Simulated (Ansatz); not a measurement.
# LuTl3: response to strain

Aim: deform LuTl3 (equal xy, yz and zx engineering shear strains of +1 %) and compute stress, forces and field gradients with LAPW, PAW and all-electron datasets made for the crystal.

Program: Ansatz 0.2.0. Level of theory: DFT PBEsol, scalar-relativistic. These are calculated values, not measurements.

## 1. The starting structure

Symmetry: Pm-3m, No. 221, cubic system. Conventional cell: a = 4.653 Å, b = 4.653 Å, c = 4.653 Å, α = 90.00°, β = 90.00°, γ = 90.00°. Lu (site symmetry m-3m) has 12 Tl at 3.29 Å in its first shell of neighbours. Around Tl (site symmetry 4/mmm) lie 8 Tl at 3.29 Å and 4 Lu at 3.29 Å.

As a file:

```
CELL_PARAMETERS angstrom
4.65300 0.00000 0.00000
0.00000 4.65300 0.00000
0.00000 0.00000 4.65300
ATOMIC_POSITIONS crystal
Lu 0.00000 0.00000 0.00000
Tl 0.00000 0.50000 0.50000
Tl 0.50000 0.00000 0.50000
Tl 0.50000 0.50000 0.00000
```

Atoms are numbered in the order of the input: Lu1, Tl2, Tl3, Tl4.

## 2. The deformed structure

Space group Pm-3m before, R-3m after.

## 3. All-electron LAPW

Contents of input.yaml:

```yaml
crystal:
  lattice:
    - [4.653, 0.023265, 0.023265]
    - [0.023265, 4.653, 0.023265]
    - [0.023265, 0.023265, 4.653]
  atoms:
    - { symbol: Lu, position: [0.0, 0.0, 0.0] }
    - { symbol: Tl, position: [0.0, 0.5, 0.5] }
    - { symbol: Tl, position: [0.5, 0.0, 0.5] }
    - { symbol: Tl, position: [0.5, 0.5, 0.0] }
kpoints:
  mp_grid: { grid: [7, 7, 7] }
  band_path:
    path:
      - [0.0, 0.0, 0.0]
      - [0.5, 0.5, 0.5]
      - [0.5098274679, 0.4901725321, 0.5]
      - [0.5, -0.4901725321, 0.4901725321]
      - [0.5, 0.0, 0.0]
      - [0.0, 0.0, 0.0]
      - [0.4950862661, -0.4950862661, 0.0]
      - [0.5049137339, 0.0, 0.4950862661]
      - [0.5, 0.0, 0.5]
    npoints: 5
scf:
  occupations: { method: fermi_dirac, width: 0.08 }
hamiltonian:
  xc: pbesol
  pseudopotentials: { kind: all_electron, lapw: { basis_error: 0.001 } }
output:
  forces: true
  stress: true
  eigenvalues: true
```

Run with:

```
ansatz run input.yaml --threads 1 --pin off --max-ram 4096MiB --backend cpu --events-out ev --progress --plain --runs-dir out
```

## 4. PAW with frozen cores

Contents of input.yaml:

```yaml
crystal:
  lattice:
    - [4.653, 0.023265, 0.023265]
    - [0.023265, 4.653, 0.023265]
    - [0.023265, 0.023265, 4.653]
  atoms:
    - { symbol: Lu, position: [0.0, 0.0, 0.0] }
    - { symbol: Tl, position: [0.0, 0.5, 0.5] }
    - { symbol: Tl, position: [0.5, 0.0, 0.5] }
    - { symbol: Tl, position: [0.5, 0.5, 0.0] }
kpoints:
  mp_grid: { grid: [7, 7, 7] }
scf:
  occupations: { method: fermi_dirac, width: 0.08 }
hamiltonian:
  xc: pbesol
  pseudopotentials: { kind: paw }
output:
  forces: true
  stress: true
  eigenvalues: true
  efg: { contact_densities: true }
```

## 5. All-electron PAW on datasets made for the crystal

Edit input.yaml of step 4 so:

```diff
@@ -16,3 +16,3 @@
   xc: pbesol
-  pseudopotentials: { kind: paw }
+  pseudopotentials: { kind: all_electron, datasets: crystal }
 output:
```

(Steps that only read results are left out.)

**Question.** What will these runs give? Wanted: pressure; largest shear or deviatoric stress.

**Answer**, as computed:

```
                                 quantity                                              value
                                 pressure  LAPW -0.29, PAW -0.30, crystal datasets -0.29 GPa
largest shear or deviatoric stress (LAPW)                                           0.20 GPa
```

**Reading.** The largest part of the stress beyond the pressure is 0.20 GPa in size; the atoms are carried along and not relaxed. No run of the undeformed cell stands beside it, so pressure and stress hold what the given cell had before the change, as far as its symmetry allows. PAW: stress within 0.02 GPa of LAPW. Crystal datasets: stress within 0.01 GPa of LAPW. Spin-orbit coupling is left out, though the cell holds Tl; in elements this heavy it can shift bands and gaps by tenths of an eV.
